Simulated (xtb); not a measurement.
# B3H3Se3 ((HBSe)3 ring) at GFN2-xTB (hydrogen mass 1 u, md dump 20 fs, md temperature 300 K, md time 0.2 ps)

We compute a short trajectory of B3H3Se3 ((HBSe)3 ring). 

The calculation is run with xtb 6.7.1.

4 further runs of the same task are left out: 1 that didn't finish, 3 set aside as unsound or not needed.

### Step 1. The system as given

B3H3Se3: 9 atoms, total charge 0, spin state singlet. Geometry: optimised at GFN2-xTB. The run starts from this shape.

Bond lengths: B1–Se3 1.912 Å, Se3–B4 1.912 Å, B4–Se6 1.912 Å, Se6–B7 1.912 Å, B1–Se9 1.912 Å, B7–Se9 1.912 Å, B1–H2 1.171 Å, B4–H5 1.171 Å, B7–H8 1.171 Å. Some angles: B1–Se3–B4 109.8°, Se3–B1–Se9 130.2°, Se3–B4–Se6 130.2°, B4–Se6–B7 109.8°, Se6–B7–Se9 130.2°, B1–Se9–B7 109.8°, H2–B1–Se3 114.9°, H2–B1–Se9 114.9°, Se3–B4–H5 114.9°, H5–B4–Se6 114.9°.

### Step 2. A short trajectory at GFN2-xTB (hydrogen mass 1 u, md dump 20 fs, md temperature 300 K, md time 0.2 ps)

input.inp

```
$chrg 0
$spin 0
$md
   temp=300
   time=0.2
   step=0.25
   dump=20
   hmass=1
   shake=0
   nvt=false
$end
```

struc.xyz

```xyz
9
B3H3Se3
B     -0.082254     0.567924    -1.712779
H     -0.137137     0.935618    -2.822828
Se    -0.384977     1.923219    -0.399054
B     -0.265893     1.167262     1.352608
H     -0.439561     1.923777     2.228935
Se     0.092236    -0.629501     1.898259
B      0.348885    -1.734847     0.359962
H      0.573660    -2.859605     0.594331
Se     0.295040    -1.293857    -1.499425
```

Run with:

```
$ xtb struc.xyz --md -I input.inp --parallel 1 | tee run.log
```

What values should one expect? Wanted: potential energy of the last frame.

Computed results:

Level: GFN2-xTB (hydrogen mass 1 u, md dump 20 fs, md temperature 300 K, md time 0.2 ps).

```
                          quantity         value
potential energy of the last frame  -14.82407 Eh
```
